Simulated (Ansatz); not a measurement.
# TaSF₃: basis-set convergence

How large a basis does TaSF₃ need? Two functionals are run in growing sets.

The runs use Ansatz 0.2.0, Gaussian basis; one geometry, several basis sets.

The runs, in order: PBE0-D4/def2-SVP; ωB97M-V/def2-SVP; PBE0-D4/def2-QZVPP; ωB97M-V/def2-QZVPP; the functionals' def2-TZVPP values are taken from earlier runs.

### Step 1. The geometry

An earlier PBE0-D4 in a triple-zeta def2 set relaxation fixed the geometry. Ta takes the def2 core potential; no spin-orbit term is included.

5 atoms, charge 0, spin multiplicity 1.

Atoms are counted from 1 here; the program's logs count them from 0.

Bond lengths: F1–Ta2 1.857 Å, Ta2–F3 1.857 Å, Ta2–F4 1.857 Å, Ta2–S5 2.147 Å. Angles: F1–Ta2–F3 110.4°, F1–Ta2–F4 110.4°, F1–Ta2–S5 108.5°, F3–Ta2–F4 110.4°, F3–Ta2–S5 108.5°, F4–Ta2–S5 108.5°.

### Step 2. PBE0-D4 in def2-SVP

Contents of in.yaml:

```yaml
crystal:
  periodic: [false, false, false]
  atoms:
    - {symbol: F, position_ang: [-0.851177, -0.125136, 1.662458]}
    - {symbol: Ta, position_ang: [-0.012078, -0.085252, 0.005842]}
    - {symbol: F, position_ang: [1.489437, -1.178506, 0.014593]}
    - {symbol: F, position_ang: [-1.189434, -0.614449, -1.329730]}
    - {symbol: S, position_ang: [0.613152, 1.929543, -0.394564]}
basis:
  gaussian: {orbitals: def2-SVP}
hamiltonian: {xc: pbe0, dispersion: d4}
output: {orbitals: {seedname: orbitals}}
```

Started as:

```
$ ansatz run in.yaml --threads 4 --pin off --events-out ev --progress --plain --max-ram 10444MiB
```

Further steps of the session: ωB97M-V in def2-SVP; PBE0-D4 in def2-QZVPP; ωB97M-V in def2-QZVPP.

Q: Predict the results of all the runs planned. Wanted: PBE0-D4: double and triple zeta above quadruple; ωB97M-V: double and triple zeta above quadruple.

The runs gave:

| quantity | value |
| --- | --- |
| PBE0-D4: double and triple zeta above quadruple | 15.16, 0.78 eV |
| ωB97M-V: double and triple zeta above quadruple | 15.30, 0.73 eV |

PBE0-D4 gains 14.37 eV from double to triple zeta, then 0.78 eV more. Total energies overstate the basis error of differences, where much of it tends to cancel.
